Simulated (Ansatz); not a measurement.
# Cl6Pt: the cost of one run

Computed with Ansatz 0.2.0 (the levels named in each step, unless a step's input says otherwise).

## Step 1: The structure to begin with

Bond lengths: Cl1–Pt2 2.369 Å, Pt2–Cl3 2.369 Å, Pt2–Cl4 2.369 Å, Pt2–Cl5 2.369 Å, Pt2–Cl6 2.369 Å, Pt2–Cl7 2.369 Å. Angles (14 of 15 angles, heavy atoms first): Cl1–Pt2–Cl3 90.0°, Cl1–Pt2–Cl4 180.0°, Cl1–Pt2–Cl5 90.0°, Cl1–Pt2–Cl6 90.0°, Cl1–Pt2–Cl7 89.9°, Cl3–Pt2–Cl4 90.0°, Cl3–Pt2–Cl5 180.0°, Cl3–Pt2–Cl6 89.9°, Cl3–Pt2–Cl7 90.0°, Cl4–Pt2–Cl5 90.0°, Cl4–Pt2–Cl6 90.0°, Cl4–Pt2–Cl7 90.1°, Cl5–Pt2–Cl6 90.1°, Cl5–Pt2–Cl7 90.0°.

As a file:

```xyz
7

Cl   -0.8998   -2.1650    0.3405
Pt   -0.0001    0.0001   -0.0001
Cl    2.1843   -0.9155   -0.0599
Cl    0.8998    2.1650   -0.3405
Cl   -2.1838    0.9168    0.0586
Cl    0.1888    0.2895    2.3438
Cl   -0.1869   -0.2940   -2.3434
```

## Step 2: A rough first relaxation, PBE-D4/def2-SVPD

This run stands in another session on the same molecule. It ended at:

```xyz
7

Cl   -0.9094   -2.1896    0.3442
Pt    0.0000    0.0000   -0.0001
Cl    2.2086   -0.9265   -0.0604
Cl    0.9104    2.1892   -0.3445
Cl   -2.2087    0.9266    0.0597
Cl    0.1905    0.2936    2.3701
Cl   -0.1890   -0.2964   -2.3700
```

## Step 3: Relaxation, HF/def2-SVPD

Input file input.yaml:

```yaml
crystal:
  periodic: [false, false, false]
  atoms:
    - { symbol: Cl, position_ang: [-0.90942828, -2.1896361, 0.34424153] }
    - { symbol: Pt, position_ang: [-3.217e-05, 1.697e-05, -8.137e-05] }
    - { symbol: Cl, position_ang: [2.20858869, -0.92654016, -0.06039935] }
    - { symbol: Cl, position_ang: [0.91035486, 2.18923552, -0.34453741] }
    - { symbol: Cl, position_ang: [-2.20866334, 0.92657068, 0.05967379] }
    - { symbol: Cl, position_ang: [0.19052695, 0.29363678, 2.37008966] }
    - { symbol: Cl, position_ang: [-0.1890367, -0.29639369, -2.36999685] }
total_charge: -2
basis:
  gaussian: { orbitals: def2-SVPD }
hamiltonian:
  xc: hf
relax:
  f_tol: 0.002
  max_steps: 150
```

The run is started by

```console
$ ansatz run input.yaml --threads 4 --pin off --max-ram 10240MiB --backend cpu --events-out ev --progress --plain --runs-dir out
```

**Question.** How long does this run take on 4 threads of Arm Neoverse V1, shared host, and how much memory does it need?

About 38 s, with a peak of 0.86 GiB.
